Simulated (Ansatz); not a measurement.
# ZnCu: pressure against volume

One table from this session's results is given with a row withheld; the runs are named, their logs left out.

Computed with Ansatz 0.2.0 (DFT PBEsol, scalar-relativistic, unless a step's input says otherwise).

### The starting structure

Symmetry: Pm-3m, No. 221, cubic system. Conventional cell: a = 2.945 Å, b = 2.945 Å, c = 2.945 Å, α = 90.00°, β = 90.00°, γ = 90.00°. Around Zn (site symmetry m-3m) lie 8 Cu at 2.55 Å. Cu (site symmetry m-3m) is surrounded by 8 Zn at 2.55 Å.

Coordinates:

```
CELL_PARAMETERS angstrom
2.94500 0.00000 0.00000
0.00000 2.94500 0.00000
0.00000 0.00000 2.94500
ATOMIC_POSITIONS crystal
Zn 0.50000 0.50000 0.50000
Cu 0.00000 0.00000 0.00000
```

Atoms are numbered in the order of the input: Zn1, Cu2.

The first run:

File input.yaml:

```yaml
crystal:
  lattice:
    - [2.9051978236, 0.0, 0.0]
    - [0.0, 2.9051978236, 0.0]
    - [0.0, 0.0, 2.9051978236]
  atoms:
    - { symbol: Zn, position: [0.5, 0.5, 0.5] }
    - { symbol: Cu, position: [0.0, 0.0, 0.0] }
kpoints:
  mp_grid: { grid: [14, 14, 14] }
  band_path:
    path:
      - [0.0, 0.0, 0.0]
      - [0.0, 0.5, 0.0]
      - [0.5, 0.5, 0.0]
      - [0.0, 0.0, 0.0]
      - [0.5, 0.5, 0.5]
      - [0.0, 0.5, 0.0]
      - [0.5, 0.5, 0.5]
      - [0.5, 0.5, 0.0]
    npoints: 5
scf:
  occupations: { method: fermi_dirac, width: 0.05 }
hamiltonian:
  xc: pbesol
  pseudopotentials: { kind: all_electron, lapw: { basis_error: 0.0005 } }
output:
  forces: true
  stress: true
  eigenvalues: true
```

The run is started by

```console
$ ansatz run input.yaml --threads 1 --pin off --max-ram 3072MiB --backend cpu --events-out ev --progress --plain --runs-dir out
```

Steps of the session up to this table: Volume × 0.96, LAPW; Volume × 0.96, PAW; Volume × 0.96, crystal datasets; Volume × 0.99, LAPW; Volume × 0.99, PAW; Volume × 0.99, crystal datasets; Volume × 1.02, LAPW; Volume × 1.02, PAW; Volume × 1.02, crystal datasets; Volume × 1.06, LAPW; Volume × 1.06, PAW; Volume × 1.06, crystal datasets.

One of the session's tables, all rows but one given; the rest of the session is left out.

It belongs to the step «The equation of state». 

| method | volume (Å³/atom) | pressure (GPa) |
| --- | --- | --- |
| LAPW | 12.260 | 0.40 |
| LAPW | 12.643 | -3.58 |
| LAPW | 13.026 | -6.88 |
| LAPW | 13.537 | -10.40 |
| PAW | 12.260 | 0.40 |
| PAW | 12.643 | -3.57 |
| PAW | 13.026 | -6.88 |
| PAW | 13.537 | -10.41 |
| crystal datasets | 12.260 | 0.40 |
| crystal datasets | 12.643 | -3.56 |
| crystal datasets | 13.026 | ? |
| crystal datasets | 13.537 | -10.40 |

**Question.** Estimate the row for crystal datasets, 13.026.

**Answer.** pressure (GPa): -6.87. In the column «pressure (GPa)» it lies between PAW, 13.026 (-6.88) and LAPW, 12.643 (-3.58).

Caveats from the session: Warnings in the runs' records: crystal datasets made.
